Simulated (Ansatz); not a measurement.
# One shape, several levels: InSiH3OF (SMILES [F][In][O][SiH3])

We compute a comparison of 6 runs (U-r2SCAN/def2-SVP, UB2PLYP/def2-SVP, UBHLYP/def2-SVP, USVWN5/def2-SVP, RPA@PBE/def2-SVP, RPA@PBE0/def2-SVP) of InSiH3OF. 

The calculation is run with Ansatz 0.2.0.

99 further runs of the same task are left out: 99 set aside as unsound or not needed. Runs told in other sessions of the task aren't counted.

## (1) The structure to begin with

The species is InSiH3OF (7 atoms), meant as a doublet with charge 0. As SMILES, `[F][In][O][SiH3]`. The F1–In2 distance was set to 4.318 Å, away from the relaxed value. At this shape a bond of the SMILES string is far longer than usual.

Bond lengths: In2–O3 1.987 Å, O3–Si4 1.637 Å, Si4–H5 1.488 Å, Si4–H6 1.490 Å, Si4–H7 1.490 Å. Angles: In2–O3–Si4 134.9°, O3–Si4–H5 108.3°, O3–Si4–H6 111.6°, O3–Si4–H7 111.5°, H5–Si4–H6 108.7°, H5–Si4–H7 108.7°, H6–Si4–H7 107.9°.

## (2) A single-point energy at U-r2SCAN/def2-SVP (core potential) (run 1)

Contents of in.yaml:

```yaml
crystal:
  periodic: [false, false, false]
  atoms:
    - {symbol: F, position_ang: [0.619750, -2.686423, 4.039188]}
    - {symbol: In, position_ang: [-0.761200, -2.248400, -0.028200]}
    - {symbol: O, position_ang: [-0.475400, -0.461700, -0.849100]}
    - {symbol: Si, position_ang: [0.186800, 0.948700, -0.346200]}
    - {symbol: H, position_ang: [0.075900, 1.937000, -1.452700]}
    - {symbol: H, position_ang: [-0.518200, 1.488800, 0.850500]}
    - {symbol: H, position_ang: [1.625500, 0.783000, 0.005100]}
basis:
  gaussian:
    orbitals: def2-SVP
magnetization:
  spin_polarized: true
  initial_magnetization: 1
hamiltonian:
  xc: r2scan
accuracy: high
output: {orbitals: {seedname: orbitals}}
```

Launch:

```
$ ansatz run in.yaml --threads 1 --pin off --max-ram 3480MiB --events-out events.jsonl --progress --plain --runs-dir runs
```

Output:

```text
Warning: RAYON_NUM_THREADS=1 ignored (pool sized by the plan → 1); use --threads N
Functional definition: r2SCAN
  name "r2SCAN"
  parameter k0 = 0.174
  parameter k1 = 0.065
  parameter a1 = 4.9479
  exchange = r2scan_x(k0 = k0, k1 = k1, a1 = a1)
  correlation = r2scan_c
1890 factors; integrals over basis functions are off by at most 3.9e-8 eV
mean field evaluation 1: about -17840.1722 eV, gradient 5.4e1 eV
mean field evaluation 2: about -17481.0556 eV, gradient 1.3e2 eV
mean field evaluation 4: about -17844.2486 eV, gradient 4.6e1 eV
mean field evaluation 8: about -17844.6655 eV, gradient 4.1e1 eV
mean field evaluation 16: about -17855.5317 eV, gradient 2.2e-1 eV
mean field evaluation 32: about -17855.5345 eV, gradient 1.3e-6 eV
mean field evaluation 64: about -17855.5338 eV, gradient 2.0e-1 eV
mean field evaluation 96: about -17855.5138 eV, gradient 1.5e-1 eV
mean field evaluation 128: about -17855.5339 eV, gradient 2.9e-1 eV
mean field -17855.53451616 eV, -656.1787905530 hartree, gradient 1.9e-8 eV, S^2 0.752129; 9 other end points of the search recorded, 0 dependent functions left out
reference -17855.53452129 eV, -656.1787907416 hartree; 28, 27 occupied and 59, 60 virtual orbitals, 1890 factors
Total energy: -17855.53452129 eV, -656.1787907416 hartree
```

It took 96 s on 1 thread of Intel Xeon 6975P-C (Granite Rapids), shared host; peak memory 0.49 GiB.

## (3) The energy at UB2PLYP/def2-SVP (core potential) (run 2)

Changes to in.yaml since step 2:

```diff
@@ -11,9 +11,6 @@
 basis:
-  gaussian:
-    orbitals: def2-SVP
-magnetization:
-  spin_polarized: true
-  initial_magnetization: 1
-hamiltonian:
-  xc: r2scan
+  gaussian: {orbitals: def2-SVP}
+magnetization: {spin_polarized: true, initial_magnetization: 1}
+hamiltonian: {xc: {name: B2PLYP}}
+correlation: {frozen_orbitals: {F: 1, H: 0, In: 4, O: 1, Si: 5}}
 accuracy: high
```

Launch:

```
$ ansatz run in.yaml --threads 1 --pin off --max-ram 3480MiB --events-out events.jsonl --progress --plain --runs-dir runs
```

Output, shortened:

```text
Warning: RAYON_NUM_THREADS=1 ignored (pool sized by the plan → 1); use --threads N
Functional definition: B2PLYP
  name "B2PLYP"
[...]
1890 factors; integrals over basis functions are off by at most 3.9e-8 eV
[...]
mean field -17837.41122544 eV, -655.5127719034 hartree, gradient 2.2e-8 eV, S^2 0.751497; 4 other end points of the search recorded, 0 dependent functions left out
11 core orbitals not correlated: weight in the atoms' cores, before any rotation towards them, 1.000 or more for the frozen orbitals, at most 0.000 for the correlated occupied ones
reference -17837.41125298 eV, -655.5127729153 hartree; 17, 16 occupied and 59, 60 virtual orbitals, 1890 factors
second order -16.48001626 eV of doubles, -0.00000000 eV of singles
Total energy: -17841.86085737 eV, -655.6762928607 hartree
```

Wall time 47 s (1 thread of Intel Xeon 6975P-C (Granite Rapids), shared host); peak memory 0.6 GiB.

Runs 3 to 5 aren't shown in full; the table further down has their settings and results.

## (4) The energy at RPA@PBE0/def2-SVP (core potential) (run 6)

Changes to in.yaml since step 3:

```diff
@@ -11,7 +11,12 @@
 basis:
-  gaussian: {orbitals: def2-SVP}
-magnetization: {spin_polarized: true, initial_magnetization: 1}
-hamiltonian: {xc: {name: B2PLYP}}
-correlation: {frozen_orbitals: {F: 1, H: 0, In: 4, O: 1, Si: 5}}
+  gaussian:
+    orbitals: def2-SVP
+magnetization:
+  spin_polarized: true
+  initial_magnetization: 1
+hamiltonian:
+  xc: {name: PBE0}
+correlation:
+  method: rpa
+  frozen_orbitals: {F: 1, H: 0, In: 4, O: 1, Si: 5}
 accuracy: high
-output: {orbitals: {seedname: orbitals}}
```

Launch:

```
$ ansatz run in.yaml --threads 1 --pin off --max-ram 3480MiB --events-out events.jsonl --progress --plain --runs-dir runs
```

Output, shortened:

```text
Warning: RAYON_NUM_THREADS=1 ignored (pool sized by the plan → 1); use --threads N
Functional definition: PBE0
  name "PBE0"
[...]
1890 factors; integrals over basis functions are off by at most 3.9e-8 eV
[...]
mean field -17848.28611524 eV, -655.9124167322 hartree, gradient 1.8e-8 eV, S^2 0.751452; 7 other end points of the search recorded, 0 dependent functions left out
11 core orbitals not correlated: weight in the atoms' cores, before any rotation towards them, 1.000 or more for the frozen orbitals, at most 0.000 for the correlated occupied ones
reference -17794.21702673 eV, -653.9254143787 hartree; 17, 16 occupied and 59, 60 virtual orbitals, 1890 factors
Total energy: -17814.92184192 eV, -654.6863023029 hartree
```

Run time: 53 s. Hardware: 1 thread of Intel Xeon 6975P-C (Granite Rapids), shared host; peak memory 0.61 GiB.

## (5) The series

| run | level | frozen core orbitals | energy (Eh) | HOMO energy (eV) | ⟨S²⟩ | wall time |
| --- | --- | --- | --- | --- | --- | --- |
| 1 | U-r2SCAN/def2-SVP (core potential) | – | -656.178791 | -6.71 | 0.752 | 96 s |
| 2 | UB2PLYP/def2-SVP (core potential) | 11 | -655.676293 | -7.87 | 0.751 | 47 s |
| 3 | UBHLYP/def2-SVP (core potential) | – | -656.074532 | -7.96 | 0.751 | 42 s |
| 4 | USVWN5/def2-SVP (core potential) | – | -653.534087 | -6.74 | 0.751 | 14 s |
| 5 | RPA@PBE/def2-SVP (core potential) | 11 | -654.768354 | – | 0.751 | 44 s |
| 6 | RPA@PBE0/def2-SVP (core potential) | 11 | -654.686302 | – | 0.751 | 53 s |

## (6) Outcome

```
                                quantity          value
                     run 6: total energy  -654.68630 Eh
 run 6: RPA correlation energy (valence)     -760.9 mEh
run 6: ⟨S²⟩ of the reference determinant          0.751
```

What this shows: Totals of different functionals can't be ranked against each other. All runs together took 4.9 min, the longest 96 s.
